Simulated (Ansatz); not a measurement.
# C3H4AlF (SMILES C#[C][Al]([CH3])[F]) at HF/x2c-TZVPPall (sfX2C, density fitting with def2-universal-jkfit)

Aim: the vertical electron affinity of C3H4AlF at HF/x2c-TZVPPall (sfX2C, density fitting with def2-universal-jkfit), from 2 runs. 

The results are computed with Ansatz 0.2.0.

5 further runs of the same task are left out: 3 for a known fault of the program, 1 that didn't finish, 1 set aside as unsound or not needed.

### Step 1. The system as given

The species is C3H4AlF (9 atoms), meant as a singlet with charge 0. As SMILES, `C#[C][Al]([CH3])[F]`. The shape is that of a PBE0-D4/def2-TZVP optimisation.

Bond lengths: C1–C2 1.210 Å, C2–Al3 1.900 Å, Al3–C4 1.931 Å, Al3–F5 1.650 Å, C1–H6 1.067 Å, C4–H7 1.094 Å, C4–H8 1.094 Å, C4–H9 1.092 Å. Some angles: C1–C2–Al3 177.8°, C2–Al3–C4 124.6°, C2–Al3–F5 116.1°, C4–Al3–F5 119.2°, C2–C1–H6 179.6°, Al3–C4–H7 110.8°, Al3–C4–H8 110.9°, Al3–C4–H9 112.0°, H7–C4–H8 106.6°, H7–C4–H9 108.1°.

### Step 2. A single-point energy at HF/x2c-TZVPPall (sfX2C, density fitting with def2-universal-jkfit)

File input.yaml:

```yaml
crystal:
  periodic: [false, false, false]
  atoms:
    - symbol: C
      position_ang: [0.214800, 2.769900, 0.344200]
    - symbol: C
      position_ang: [0.305500, 1.631300, -0.055000]
    - symbol: Al
      position_ang: [0.406600, -0.178300, -0.626600]
    - symbol: C
      position_ang: [-0.438400, -1.662200, 0.274100]
    - symbol: F
      position_ang: [1.286200, -0.460300, -1.993400]
    - symbol: H
      position_ang: [0.139200, 3.776200, 0.690400]
    - symbol: H
      position_ang: [-1.159600, -2.156900, -0.383600]
    - symbol: H
      position_ang: [0.298900, -2.419800, 0.555700]
    - symbol: H
      position_ang: [-0.964600, -1.346100, 1.177300]
basis:
  gaussian:
    orbitals: x2c-TZVPPall
    fitting: {mean_field: def2-universal-jkfit}
hamiltonian:
  xc: hf
  pseudopotentials: {relativity: scalar}
output: {orbitals: {seedname: orbitals}}
```

Command:

```console
$ ansatz run input.yaml --threads 1 --pin off --max-ram 2610MiB --events-out events.jsonl --progress --plain --runs-dir runs
```

Output:

```text
Warning: RAYON_NUM_THREADS=1 ignored (pool sized by the plan → 1); use --threads N
Functional definition: HF
  name "HF"
  exchange = exact_x
  correlation = 0
502 factors; integrals over basis functions are off by at most 1.7e0 eV
mean field evaluation 1: about -12458.7106 eV, gradient 4.4e1 eV
mean field evaluation 2: about -12461.9147 eV, gradient 2.3e1 eV
mean field evaluation 4: about -12462.7695 eV, gradient 1.3e0 eV
mean field -12462.77485403 eV, -457.9985283132 hartree, gradient 7.9e-6 eV, S^2 0.000000; 0 other end points of the search recorded, 0 dependent functions left out
reference -12462.77485403 eV, -457.9985283132 hartree; 22, 22 occupied and 200, 200 virtual orbitals, 502 factors
Total energy: -12462.77485403 eV, -457.9985283132 hartree
Relativity: scalar
```

Run time: 2.4 s. Hardware: 1 thread of Intel Xeon Platinum 8488C (Sapphire Rapids), shared host.

### Step 3. The doublet anion at the same level

input.yaml: that of step 2 with these lines changed.

```diff
@@ -25,2 +25,6 @@
     fitting: {mean_field: def2-universal-jkfit}
+total_charge: -1
+magnetization:
+  spin_polarized: true
+  initial_magnetization: 1
 hamiltonian:
```

Command:

```console
$ ansatz run input.yaml --threads 1 --pin off --max-ram 2610MiB --events-out events.jsonl --progress --plain --runs-dir runs
```

Output:

```text
Warning: RAYON_NUM_THREADS=1 ignored (pool sized by the plan → 1); use --threads N
[... 4 set-up lines as earlier in the session ...]
502 factors; integrals over basis functions are off by at most 1.7e0 eV
mean field evaluation 1: about -12458.0865 eV, gradient 2.2e1 eV
mean field evaluation 2: about -12460.7227 eV, gradient 1.0e1 eV
mean field evaluation 4: about -12461.4454 eV, gradient 1.2e0 eV
mean field evaluation 8: about -12461.5239 eV, gradient 7.9e-2 eV
mean field evaluation 16: about -12461.4153 eV, gradient 6.8e-1 eV
mean field evaluation 32: about -12461.3675 eV, gradient 8.9e-1 eV
mean field evaluation 64: about -12461.5160 eV, gradient 2.3e-1 eV
mean field -12461.52396123 eV, -457.9525588509 hartree, gradient 2.0e-5 eV, S^2 0.831785; 1 other end points of the search recorded, 0 dependent functions left out
reference -12461.52396123 eV, -457.9525588509 hartree; 23, 22 occupied and 199, 200 virtual orbitals, 502 factors
Total energy: -12461.52396123 eV, -457.9525588509 hartree
Relativity: scalar
```

Wall time 26 s (1 thread of Intel Xeon Platinum 8488C (Sapphire Rapids), shared host); peak memory 0.45 GiB.

### Step 4. Summary of results

Level: HF/x2c-TZVPPall (sfX2C, density fitting with def2-universal-jkfit).

```
                                         quantity          value
                    singlet C3H4AlF: total energy  -457.99853 Eh
                     singlet C3H4AlF: HOMO energy      -11.00 eV
                     singlet C3H4AlF: LUMO energy        1.75 eV
                   singlet C3H4AlF: HOMO–LUMO gap       12.75 eV
                      doublet anion: total energy  -457.95256 Eh
doublet anion: HOMO energy (highest over α and β)        0.73 eV
 doublet anion: LUMO energy (lowest over α and β)        6.44 eV
                              doublet anion: ⟨S²⟩          0.832
vertical electron affinity (to the doublet anion)      -1.251 eV
```

The anion lies 1.25 eV (29 kcal/mol) above the neutral: the electron isn't bound at this level, and such a value depends on the basis. Without diffuse functions anions come out too high. Hartree–Fock misses the correlation that binds many anions. The HOMO (doublet anion) lies at positive energy, 0.73 eV: the electron is unbound at this level or held by a compact basis; values depend on the basis.
